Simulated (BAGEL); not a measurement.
# triplet CH4GeN2 at 5 levels

We compute a comparison of 5 runs (UHF/3-21G, ROHF/6-31G*, UHF/6-31G*, ROHF/def2-SVP, UHF/def2-SVP) of triplet CH4GeN2. 

Program for the calculation: BAGEL 1.2.2.

21 further runs of the same task are left out: 3 that didn't finish, 18 set aside as unsound or not needed.

### 1 The molecule

CH4GeN2: 8 atoms, total charge 0, spin state triplet. As SMILES of the parent species, `N#[C][GeH2][NH2]`. The shape comes from GFN2-xTB, which is rough for such elements, and wasn't checked as a minimum. This is one conformer, not always the lowest. That shape belongs to the parent species and isn't relaxed for this state.

Bond lengths: N1–C2 1.144 Å, C2–Ge3 1.916 Å, Ge3–N4 1.801 Å, Ge3–H5 1.513 Å, Ge3–H6 1.496 Å, N4–H7 1.011 Å, N4–H8 1.010 Å. Angles: N1–C2–Ge3 178.4°, C2–Ge3–N4 105.3°, C2–Ge3–H5 105.9°, C2–Ge3–H6 109.1°, N4–Ge3–H5 117.5°, N4–Ge3–H6 107.4°, Ge3–N4–H7 117.8°, Ge3–N4–H8 117.6°, H5–Ge3–H6 111.3°, H7–N4–H8 108.8°.

### 2 A single-point energy at UHF/3-21G (density fitting with qzvpp-jkfit) (run 1)

calc.json reads:

```json
{ "bagel": [

{
  "title": "molecule",
  "basis": "3-21g",
  "df_basis": "qzvpp-jkfit",
  "angstrom": true,
  "geometry": [
    { "atom": "N", "xyz": [       2.044500,      -1.129510,       1.660390 ] },
    { "atom": "C", "xyz": [       1.330610,      -0.491770,       1.033100 ] },
    { "atom": "Ge", "xyz": [       0.176480,       0.603390,      -0.034910 ] },
    { "atom": "N", "xyz": [      -1.219540,      -0.451350,      -0.461620 ] },
    { "atom": "H", "xyz": [       1.031930,       1.122450,      -1.169470 ] },
    { "atom": "H", "xyz": [      -0.349150,       1.723630,       0.805240 ] },
    { "atom": "H", "xyz": [      -1.021070,      -1.349670,      -0.880310 ] },
    { "atom": "H", "xyz": [      -1.993760,      -0.027160,      -0.952440 ] }
  ]
},

{ "title": "uhf", "nopen": 2 },

{ "title": "print", "file": "orbitals.molden", "orbitals": true }

]}
```

On the command line:

```
$ BAGEL_NUM_THREADS=1 BAGEL calc.json > calc.out
```

Standard output:

```text
* using 1 threads per process

  ===============================================================
  ===============================================================

  *** Geometry ***

  { "atom" : "N", "xyz" : [      3.863545,     -2.134465,      3.137682 ] },
  { "atom" : "C", "xyz" : [      2.514488,     -0.929311,      1.952276 ] },
  { "atom" : "Ge", "xyz" : [      0.333499,      1.140242,     -0.065970 ] },
  { "atom" : "N", "xyz" : [     -2.304597,     -0.852928,     -0.872335 ] },
  { "atom" : "H", "xyz" : [      1.950065,      2.121123,     -2.209978 ] },
  { "atom" : "H", "xyz" : [     -0.659798,      3.257189,      1.521683 ] },
  { "atom" : "H", "xyz" : [     -1.929543,     -2.550507,     -1.663545 ] },
  { "atom" : "H", "xyz" : [     -3.767660,     -0.051325,     -1.799851 ] },

  Number of auxiliary basis functions:      567

  Since a DF basis is specified, we compute 2- and 3-index integrals:
    o Being stored without compression. Storage requirement is 0.015 GB

  Number of basis functions:       57
  Number of electrons      :       56

    * METHOD: MOLECULE                             0.29

  *** Open-shell HF ***

  === Nuclear Repulsion ===
   246.4305963908

      * DIIS with orbital gradients will be used.

  === UHF iteration (3-21g) ===
      0      -2213.06989903          0.05188509           0.16
      1      -2213.06948633          0.05713325           0.16
      2      -2213.09493748          0.06426565           0.16
      3      -2213.37167221          0.00827738           0.16
      4      -2213.39913671          0.00397018           0.16
      5      -2213.40992665          0.00251711           0.16
      6      -2213.41440698          0.00108607           0.16
      7      -2213.41595872          0.00051069           0.16
      8      -2213.41642482          0.00026668           0.16
      9      -2213.41653890          0.00013806           0.15
[... 19 lines of this table left out ...]
     29      -2213.41680436          0.00000005           0.16
     30      -2213.41680436          0.00000003           0.16
     31      -2213.41680436          0.00000001           0.16
     32      -2213.41680436          0.00000001           0.16
    * SCF iteration converged.

    * S^2 (UHF) is 2.0761

    * Permanent dipole moment:
           (    2.351443,     0.082337,     1.516665) a.u.

    * METHOD: UHF                                  5.35

    * METHOD: PRINT                                0.01

  ===============================================================
```

It took 6 s on 1 thread of Arm Neoverse V2, shared host; peak memory 0.1 GiB.

### 3 The energy at ROHF/6-31G(d) (density fitting with qzvpp-jkfit, spherical functions) (run 2)

hf.json reads:

```json
{ "bagel": [

{
  "title": "molecule",
  "basis": "6-31gs.json",
  "df_basis": "qzvpp-jkfit",
  "angstrom": true,
  "geometry": [
    { "atom": "N", "xyz": [       2.044500,      -1.129510,       1.660390 ] },
    { "atom": "C", "xyz": [       1.330610,      -0.491770,       1.033100 ] },
    { "atom": "Ge", "xyz": [       0.176480,       0.603390,      -0.034910 ] },
    { "atom": "N", "xyz": [      -1.219540,      -0.451350,      -0.461620 ] },
    { "atom": "H", "xyz": [       1.031930,       1.122450,      -1.169470 ] },
    { "atom": "H", "xyz": [      -0.349150,       1.723630,       0.805240 ] },
    { "atom": "H", "xyz": [      -1.021070,      -1.349670,      -0.880310 ] },
    { "atom": "H", "xyz": [      -1.993760,      -0.027160,      -0.952440 ] }
  ]
},

{
  "title": "rohf",
  "nopen": 2
},

{
  "title": "print",
  "file": "orbitals.molden",
  "orbitals": true
}

]}
```

The basis set 6-31G* is read from a file made from the Basis Set Exchange's data (not shown).

On the command line:

```
$ BAGEL_NUM_THREADS=1 BAGEL hf.json > hf.out
```

Standard output:

```text
* using 1 threads per process

  ===============================================================
  ===============================================================

  *** Geometry ***

  { "atom" : "N", "xyz" : [      3.863545,     -2.134465,      3.137682 ] },
  { "atom" : "C", "xyz" : [      2.514488,     -0.929311,      1.952276 ] },
  { "atom" : "Ge", "xyz" : [      0.333499,      1.140242,     -0.065970 ] },
  { "atom" : "N", "xyz" : [     -2.304597,     -0.852928,     -0.872335 ] },
  { "atom" : "H", "xyz" : [      1.950065,      2.121123,     -2.209978 ] },
  { "atom" : "H", "xyz" : [     -0.659798,      3.257189,      1.521683 ] },
  { "atom" : "H", "xyz" : [     -1.929543,     -2.550507,     -1.663545 ] },
  { "atom" : "H", "xyz" : [     -3.767660,     -0.051325,     -1.799851 ] },

  Number of auxiliary basis functions:      567

  Since a DF basis is specified, we compute 2- and 3-index integrals:
    o Being stored without compression. Storage requirement is 0.031 GB

  Number of basis functions:       82
  Number of electrons      :       56

    * METHOD: MOLECULE                             0.38

  *** Open-shell HF ***

  === Nuclear Repulsion ===
   246.4305963908

      * DIIS with orbital gradients will be used.

  === ROHF iteration (6-31gs.json) ===
      0      -2223.48155767          0.04773228           0.25
      1      -2223.48150094          0.05355700           0.25
      2      -2223.50372060          0.05215076           0.26
      3      -2223.87941535          0.00528131           0.25
      4      -2223.90980187          0.00516444           0.25
      5      -2223.92869448          0.00363771           0.25
      6      -2223.94473236          0.00216275           0.26
      7      -2223.95088999          0.00078466           0.25
      8      -2223.95192805          0.00047622           0.25
      9      -2223.95235139          0.00026130           0.25
[... 14 lines of this table left out ...]
     24      -2223.95258503          0.00000004           0.25
     25      -2223.95258503          0.00000002           0.25
     26      -2223.95258503          0.00000001           0.25
     27      -2223.95258503          0.00000001           0.25
    * SCF iteration converged.

    * S^2 (ROHF) is 2.0000

    * Permanent dipole moment:
           (    1.937437,    -0.123906,     1.247719) a.u.

    * METHOD: ROHF                                 7.41

    * METHOD: PRINT                                0.01

  ===============================================================
```

Wall time 8.1 s (1 thread of Arm Neoverse V2, shared host); peak memory 0.14 GiB.

Runs 3 to 4 aren't shown in full; the table further down has their settings and results.

### 4 The energy at UHF/def2-SVP (density fitting with qzvpp-jkfit) (run 5)

input.json reads:

```json
{ "bagel" : [

{
  "title" : "molecule",
  "basis" : "svp",
  "df_basis" : "qzvpp-jkfit",
  "angstrom" : "true",
  "geometry" : [
    { "atom" : "N", "xyz" : [    2.044500,   -1.129510,    1.660390 ] },
    { "atom" : "C", "xyz" : [    1.330610,   -0.491770,    1.033100 ] },
    { "atom" : "Ge", "xyz" : [    0.176480,    0.603390,   -0.034910 ] },
    { "atom" : "N", "xyz" : [   -1.219540,   -0.451350,   -0.461620 ] },
    { "atom" : "H", "xyz" : [    1.031930,    1.122450,   -1.169470 ] },
    { "atom" : "H", "xyz" : [   -0.349150,    1.723630,    0.805240 ] },
    { "atom" : "H", "xyz" : [   -1.021070,   -1.349670,   -0.880310 ] },
    { "atom" : "H", "xyz" : [   -1.993760,   -0.027160,   -0.952440 ] }
  ]
},
{
  "title" : "uhf",
  "nopen" : 2
},
{
  "title" : "print",
  "file" : "orbitals.molden",
  "orbitals" : "true"
}

]}
```

On the command line:

```
$ BAGEL_NUM_THREADS=1 BAGEL input.json > input.out
```

Standard output:

```text
* using 1 threads per process

  ===============================================================
  ===============================================================

  *** Geometry ***

  { "atom" : "N", "xyz" : [      3.863545,     -2.134465,      3.137682 ] },
  { "atom" : "C", "xyz" : [      2.514488,     -0.929311,      1.952276 ] },
  { "atom" : "Ge", "xyz" : [      0.333499,      1.140242,     -0.065970 ] },
  { "atom" : "N", "xyz" : [     -2.304597,     -0.852928,     -0.872335 ] },
  { "atom" : "H", "xyz" : [      1.950065,      2.121123,     -2.209978 ] },
  { "atom" : "H", "xyz" : [     -0.659798,      3.257189,      1.521683 ] },
  { "atom" : "H", "xyz" : [     -1.929543,     -2.550507,     -1.663545 ] },
  { "atom" : "H", "xyz" : [     -3.767660,     -0.051325,     -1.799851 ] },

  Number of auxiliary basis functions:      567

  Since a DF basis is specified, we compute 2- and 3-index integrals:
    o Being stored without compression. Storage requirement is 0.040 GB

  Number of basis functions:       94
  Number of electrons      :       56

    * METHOD: MOLECULE                             0.38

  *** Open-shell HF ***

  === Nuclear Repulsion ===
   246.4305963908

      * DIIS with orbital gradients will be used.

  === UHF iteration (svp) ===
      0      -2223.46841705          0.03744111           0.29
      1      -2223.55865451          0.03788973           0.28
      2      -2223.63274528          0.03261914           0.28
      3      -2223.82722111          0.00443929           0.28
      4      -2223.84879195          0.00348472           0.28
      5      -2223.86288127          0.00223181           0.28
      6      -2223.87043884          0.00132380           0.28
      7      -2223.87431239          0.00083661           0.28
      8      -2223.87503867          0.00061309           0.28
      9      -2223.87576772          0.00026700           0.28
[... 25 lines of this table left out ...]
     35      -2223.87607805          0.00000004           0.30
     36      -2223.87607805          0.00000003           0.30
     37      -2223.87607805          0.00000001           0.30
     38      -2223.87607805          0.00000001           0.30
    * SCF iteration converged.

    * S^2 (UHF) is 2.0518

    * Permanent dipole moment:
           (    1.903318,    -0.280232,     1.200881) a.u.

    * METHOD: UHF                                 11.48

    * METHOD: PRINT                                0.01

  ===============================================================
```

It took 12 s on 1 thread of Arm Neoverse V2, shared host; peak memory 0.16 GiB.

### 5 All runs side by side

| run | level | energy (Eh) | dipole moment (D) | ⟨S²⟩ | wall time |
| --- | --- | --- | --- | --- | --- |
| 1 | UHF/3-21G (density fitting with qzvpp-jkfit) | -2213.416804 | 7.12 | 2.076 | 6 s |
| 2 | ROHF/6-31G* (density fitting with qzvpp-jkfit, spherical functions) | -2223.952585 | 5.87 | 2.000 | 8.1 s |
| 3 | UHF/6-31G* (density fitting with qzvpp-jkfit, spherical functions) | -2223.959193 | 6.15 | 2.054 | 9.3 s |
| 4 | ROHF/def2-SVP (density fitting with qzvpp-jkfit) | -2223.869508 | 5.33 | 2.000 | 9 s |
| 5 | UHF/def2-SVP (density fitting with qzvpp-jkfit) | -2223.876078 | 5.76 | 2.052 | 12 s |

### 6 Outcome

```
            quantity           value
 run 5: total energy  -2223.87608 Eh
run 5: dipole moment          5.76 D
         run 5: ⟨S²⟩           2.052
```

**Reading.** The dipole moment (its size) runs from 5.33 D (ROHF/def2-SVP) to 7.12 D (UHF/3-21G). The two ends differ in method and basis. All runs together took 45 s, the longest 12 s.
